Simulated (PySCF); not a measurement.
# C₉H₁₈OSi: NMR shifts at several levels of theory, part 2 of 2

PySCF 2.14.0. Atoms count from 0. The steps go on from the part before.

**6. NMR shieldings: KT2/pcSseg-1**

The job: settings as JSON, then the geometry in Å.

```
{"job": {"kind": "nmr", "xc": "KT2", "basis": "pcSseg-1", "pop": false}, "charge": 0, "multiplicity": 1}
C     -2.557052    -1.489023     0.623014
Si    -1.969357     0.217866     0.114158
C     -1.921046     0.394236    -1.751621
C     -3.052087     1.522255     0.897027
O     -0.433469     0.527314     0.743064
C      0.802535     0.169115     0.316303
C      1.791418     1.074582     0.274513
C      3.208625     0.731764    -0.076179
C      3.465686    -0.769673    -0.010854
C      2.347157    -1.535814    -0.703014
C      1.005539    -1.280220    -0.025008
H     -1.961969    -2.291781     0.162345
H     -3.608175    -1.638668     0.327476
H     -2.494104    -1.605433     1.716350
H     -1.506486     1.374312    -2.034624
H     -1.299797    -0.383232    -2.222667
H     -2.934319     0.316158    -2.177116
H     -4.099667     1.412446     0.574488
H     -2.710984     2.532100     0.622809
H     -3.023030     1.440544     1.994567
H      1.543132     2.107706     0.534062
H      3.450648     1.108909    -1.088996
H      3.898265     1.263340     0.601736
H      3.517927    -1.084534     1.046348
H      4.440732    -1.012710    -0.462068
H      2.288283    -1.209957    -1.756486
H      2.559825    -2.616319    -0.720911
H      0.908207    -1.875546     0.902108
H      0.184242    -1.620708    -0.678803
```

Method: GIAO KT2/pcSseg-1 NMR shielding, non-relativistic, gas phase.

The program printed:

```text
coarse grid: 23648 points
cycle   1  E = -728.0697547415  dE =  9.446e-01  |g| = 1.026e+00  |ddm| = 4.890e+00
cycle   2  E = -727.6072778195  dE =  4.625e-01  |g| = 1.761e+00  |ddm| = 3.053e+00
cycle   3  E = -728.2937452213  dE = -6.865e-01  |g| = 3.465e-01  |ddm| = 2.421e+00
cycle   4  E = -728.3183770328  dE = -2.463e-02  |g| = 9.770e-02  |ddm| = 4.020e-01
cycle   5  E = -728.3196036275  dE = -1.227e-03  |g| = 6.386e-02  |ddm| = 1.503e-01
cycle   6  E = -728.3206919203  dE = -1.088e-03  |g| = 1.277e-02  |ddm| = 7.724e-02
cycle   7  E = -728.3207321123  dE = -4.019e-05  |g| = 3.810e-03  |ddm| = 1.722e-02
cycle   8  E = -728.3207352168  dE = -3.104e-06  |g| = 1.043e-03  |ddm| = 4.311e-03
final grid: 220704 points
cycle   9  E = -728.3811119530  dE = -3.501e-04  |g| = 2.391e-02  |ddm| = 7.998e-02
cycle  10  E = -728.3809493426  dE =  1.626e-04  |g| = 3.416e-02  |ddm| = 5.252e-02
cycle  11  E = -728.3812277857  dE = -2.784e-04  |g| = 5.478e-03  |ddm| = 3.739e-02
cycle  12  E = -728.3812329401  dE = -5.154e-06  |g| = 2.735e-03  |ddm| = 7.968e-03
cycle  13  E = -728.3812348235  dE = -1.883e-06  |g| = 4.221e-04  |ddm| = 3.008e-03
cycle  14  E = -728.3812348662  dE = -4.267e-08  |g| = 1.135e-04  |ddm| = 4.921e-04
cycle  15  E = -728.3812348694  dE = -3.192e-09  |g| = 3.518e-05  |ddm| = 1.435e-04
cycle  16  E = -728.3812348696  dE = -2.592e-10  |g| = 1.272e-05  |ddm| = 4.506e-05
converged SCF energy = -728.3812348696

GIAO shielding tensors (ppm)
atom      isotropic    diamagn.    paramagn.     s11        s22        s33       span
  0 C      179.413     257.489     -78.075    170.704    179.195    188.341     17.637
  1 Si     339.034     887.054    -548.020    316.748    334.216    366.138     49.390
  2 C      184.088     258.414     -74.326    179.999    182.247    190.017     10.018
  3 C      182.488     256.285     -73.797    173.073    183.417    190.973     17.900
  4 O      180.769     406.399    -225.629    122.587    181.896    237.825    115.238
  5 C       33.561     257.057    -223.496    -57.548     59.925     98.306    155.854
  6 C       80.331     255.978    -175.646      0.642     96.736    143.617    142.975
  7 C      154.524     249.633     -95.110    147.836    154.272    161.463     13.627
  8 C      157.271     250.253     -92.982    152.809    158.644    160.362      7.553
  9 C      155.771     249.190     -93.419    150.481    152.919    163.912     13.431
 10 C      148.603     253.254    -104.651    138.963    146.207    160.640     21.677
 11 H       30.978      34.443      -3.465     26.590     30.114     36.232      9.642
 12 H       31.273      29.318       1.956     27.274     28.565     37.981     10.707
 13 H       30.806      32.198      -1.392     27.845     27.976     36.598      8.753
 14 H       30.866      33.878      -3.012     27.222     28.546     36.831      9.609
 15 H       30.996      35.231      -4.235     26.573     29.977     36.438      9.865
 16 H       31.356      29.971       1.385     27.411     28.495     38.163     10.752
 17 H       31.432      28.528       2.904     27.420     28.806     38.071     10.651
 18 H       30.925      32.204      -1.279     26.735     28.780     37.260     10.525
 19 H       30.830      31.318      -0.488     26.918     28.558     37.015     10.096
 20 H       26.121      35.314      -9.193     23.129     25.985     29.249      6.121
 21 H       28.833      29.634      -0.800     24.770     26.985     34.746      9.976
 22 H       29.017      27.602       1.416     24.325     27.066     35.661     11.335
 23 H       29.853      30.257      -0.404     26.164     27.810     35.587      9.423
 24 H       29.612      26.602       3.009     25.145     27.441     36.249     11.105
 25 H       29.630      32.182      -2.552     25.387     29.113     34.390      9.003
 26 H       29.408      29.048       0.360     24.324     28.222     35.678     11.354
 27 H       28.914      33.336      -4.422     24.821     29.025     32.895      8.074
 28 H       29.302      36.607      -7.305     24.495     28.317     35.093     10.598
```

Wall time 3.9 min (8 threads of Intel Xeon at 2.50GHz (Skylake/Cascade Lake), shared host).

Key values: δ C5 149.7, C6 102.9, C10 34.6, C7 28.7, H20 5.06, H21 2.25 ppm (means over like atoms).

**7. NMR shieldings: HF/pcSseg-1**

Settings changed since step 6:

```diff
@@ -1,2 +1,2 @@
-{"job": {"kind": "nmr", "xc": "KT2", "basis": "pcSseg-1", "pop": false}, "charge": 0, "multiplicity": 1}
+{"job": {"kind": "nmr", "xc": "HF", "basis": "pcSseg-1", "pop": false}, "charge": 0, "multiplicity": 1}
 C     -2.557052    -1.489023     0.623014
```

Level: GIAO HF/pcSseg-1 NMR shielding, non-relativistic, gas phase.

The program printed:

```text
final grid: 220704 points
cycle   1  E = -714.9181546470  dE =  2.277e+00  |g| = 6.867e-01  |ddm| = 4.619e+00
cycle   2  E = -715.0392126235  dE = -1.211e-01  |g| = 3.359e-01  |ddm| = 7.907e-01
cycle   3  E = -715.0607458020  dE = -2.153e-02  |g| = 1.125e-01  |ddm| = 3.366e-01
cycle   4  E = -715.0639135480  dE = -3.168e-03  |g| = 1.353e-02  |ddm| = 1.221e-01
cycle   5  E = -715.0639749674  dE = -6.142e-05  |g| = 5.700e-03  |ddm| = 2.046e-02
cycle   6  E = -715.0639847468  dE = -9.779e-06  |g| = 1.378e-03  |ddm| = 7.447e-03
cycle   7  E = -715.0639861060  dE = -1.359e-06  |g| = 5.740e-04  |ddm| = 3.240e-03
cycle   8  E = -715.0639863138  dE = -2.077e-07  |g| = 2.079e-04  |ddm| = 1.378e-03
cycle   9  E = -715.0639863443  dE = -3.050e-08  |g| = 7.587e-05  |ddm| = 5.399e-04
cycle  10  E = -715.0639863484  dE = -4.099e-09  |g| = 2.169e-05  |ddm| = 2.198e-04
cycle  11  E = -715.0639863487  dE = -3.458e-10  |g| = 5.939e-06  |ddm| = 6.593e-05
converged SCF energy = -715.0639863487

GIAO shielding tensors (ppm)
atom      isotropic    diamagn.    paramagn.     s11        s22        s33       span
  0 C      188.532     257.076     -68.545    182.083    189.280    194.232     12.150
  1 Si     378.254     879.140    -500.886    365.902    377.726    391.133     25.231
  2 C      192.083     257.914     -65.831    189.264    191.646    195.340      6.076
  3 C      190.097     255.696     -65.599    182.850    191.902    195.540     12.690
  4 O      240.445     408.211    -167.766    188.514    243.823    288.997    100.484
  5 C       32.411     253.696    -221.284    -96.762     75.865    118.132    214.894
  6 C       79.083     255.114    -176.032    -28.413    109.073    156.588    185.001
  7 C      168.814     243.137     -74.323    163.027    169.976    173.439     10.412
  8 C      168.858     244.256     -75.398    165.894    168.901    171.779      5.885
  9 C      168.622     244.422     -75.800    164.973    167.080    173.813      8.840
 10 C      162.545     247.709     -85.164    154.310    160.038    173.287     18.977
 11 H       31.516      34.596      -3.080     26.555     30.533     37.461     10.906
 12 H       31.874      29.459       2.414     27.504     28.832     39.285     11.781
 13 H       31.356      32.422      -1.066     27.764     28.308     37.996     10.232
 14 H       31.433      33.916      -2.482     27.400     28.818     38.082     10.683
 15 H       31.628      35.229      -3.600     26.769     30.385     37.731     10.963
 16 H       31.884      30.062       1.822     27.478     28.700     39.474     11.996
 17 H       31.990      28.614       3.376     27.553     29.105     39.311     11.757
 18 H       31.393      32.399      -1.006     26.717     29.145     38.317     11.600
 19 H       31.302      31.558      -0.257     26.915     28.854     38.136     11.221
 20 H       26.434      34.856      -8.422     22.662     26.002     30.637      7.975
 21 H       29.782      29.309       0.473     25.475     27.445     36.425     10.950
 22 H       29.915      28.515       1.400     24.694     27.422     37.630     12.936
 23 H       30.569      29.315       1.254     26.617     28.129     36.960     10.343
 24 H       30.284      27.940       2.344     25.144     27.636     38.072     12.928
 25 H       30.450      31.109      -0.658     25.975     29.330     36.046     10.071
 26 H       30.188      29.827       0.360     24.659     28.403     37.501     12.842
 27 H       29.770      33.062      -3.292     25.026     29.613     34.672      9.647
 28 H       30.289      35.688      -5.400     24.653     29.328     36.884     12.231
```

Run time: 80 s. Hardware: 8 threads of Intel Xeon at 2.50GHz (Skylake/Cascade Lake), shared host.

Key values: δ C5 158.4, C6 111.8, C10 28.3, C9 22.2, H20 5.25, H21 1.84 ppm (means over like atoms).

**8. Comparing the runs: NMR shifts**

Shifts (ppm) of some atoms, chosen among heavy atoms and hydrogens apart, means over like atoms, with basis size and wall time:

| run | C5 | C6 | C7 | H21 | H27 | Si1 | O4 | functions | time |
| --- | --- | --- | --- | --- | --- | --- | --- | --- | --- |
| PBE0/pcSseg-1 | 158.0 | 111.4 | 26.6 | 2.08 | 1.90 | 21.0 | 138.5 | 284 | 3.4 min |
| PBE/pcSseg-1 | 156.3 | 109.5 | 28.9 | 2.22 | 2.03 | 20.9 | 156.7 | 284 | 2.5 min |
| wB97X-D/pcSseg-1 | 159.1 | 111.8 | 25.6 | 1.98 | 1.83 | 21.1 | 129.4 | 284 | 5.5 min |
| KT2/pcSseg-1 | 149.7 | 102.9 | 28.7 | 2.25 | 2.07 | 22.0 | 149.9 | 284 | 3.9 min |
| HF/pcSseg-1 | 158.4 | 111.8 | 22.0 | 1.84 | 1.66 | 15.2 | 92.9 | 284 | 80 s |

**9. Outcome**

The summary covers parts 1 to 2.

| quantity | value |
| --- | --- |
| point group | C1 |
| rotational constants (main isotopes) | 1.87, 0.51, 0.47 GHz |
| ¹³C shifts against TMS (PBE0/pcSseg-1, means over atoms taken as alike) | 158.0, 111.4, 32.7, 26.6, 25.4, 24.4, 1.0 ppm |
| ¹H shifts against TMS (PBE0/pcSseg-1, means over atoms taken as alike) | 5.20, 2.08, 1.90, 1.53, 1.37, 0.12 ppm |
| ²⁹Si shifts against TMS (PBE0/pcSseg-1) | 21.0 ppm |
| ¹⁷O shifts against H2O (PBE0/pcSseg-1) | 138.5 ppm |
| range of the shift of O4 | 92.9 to 156.7 ppm |

In words: Single values in the summary come from the first run of each kind that ended normally (PBE0/pcSseg-1), which need not be the best level. The optimisation took 14 steps and gained 0.166 eV; among the close pairs (by a distance rule), Si1–O4 changed most, from 1.634 to 1.688 Å. The most deshielded carbon is C5 (alkene carbon bearing oxygen), at 158.0 ppm: an sp2 carbon further deshielded by the attached heteroatom. The most deshielded hydrogen is H20 (hydrogen on a β carbon of an enol-ether or enamine type C=C), at 5.20 ppm: a vinylic proton, deshielded by the sp2 carbon and the C=C anisotropy. At PBE0/pcSseg-1: The widest tensor belongs to C5: span 183 ppm, with a paramagnetic part of -229 ppm. In ppm, O4 moves most: its shift spreads over 63.8 ppm, from 92.9 (HF/pcSseg-1) to 156.7 (PBE/pcSseg-1).
